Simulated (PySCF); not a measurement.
# C3H7NSi: the cost of one run

The runs use PySCF 2.14.0, with density-fitted response routines of our own; the level of theory stands in each step. All values are computed, except where a source is named. Atoms are numbered from 0 throughout.

## Step 1: The molecule as given

12 atoms, charge 0, multiplicity 1; geometry from: GFN2-xTB.

Bonds of the start (Å): C0–N1 1.26, N1–Si2 1.69, Si2–C3 1.89, C3–C4 1.51, C4–Si2 1.89, C0–H5 1.09, C0–H6 1.08, Si2–H7 1.45, C3–H8 1.08, C3–H9 1.08, C4–H10 1.08, C4–H11 1.08.

## Step 2: TDDFT and polarisability: B3LYP/def2-SVPD

What the job is given:

```
{"job": {"kind": "uv", "xc": "B3LYP", "basis": "def2-SVPD", "nstates": 8, "ntriplets": 3}, "charge": 0, "multiplicity": 1}
C      2.422986    -0.882797     0.169799
N      1.199403    -0.612959     0.276567
Si     0.128913     0.425023    -0.524801
C     -1.630007    -0.240389    -0.348269
C     -1.297068     0.864804     0.633004
H      3.101450    -0.433627    -0.557413
H      2.857062    -1.614850     0.842420
H      0.416115     1.324255    -1.631086
H     -1.791594    -1.221487     0.070035
H     -2.350385     0.002488    -1.114841
H     -1.248082     0.584289     1.673325
H     -1.807594     1.804564     0.485233
```

With the program's defaults for keys left out, this is: TDDFT B3LYP/def2-SVPD, vertical, gas phase, core orbitals frozen in the response.

The run is started by

```sh
$ OMP_NUM_THREADS=1 python probes_run.py task.json out
```

The driver reads the jobs from task.json and runs them one after another.

**Question.** How long does this first job take on 1 thread of Arm Neoverse N1, shared host, and how much memory does it need?

About 28 s, with a peak of 0.68 GiB.
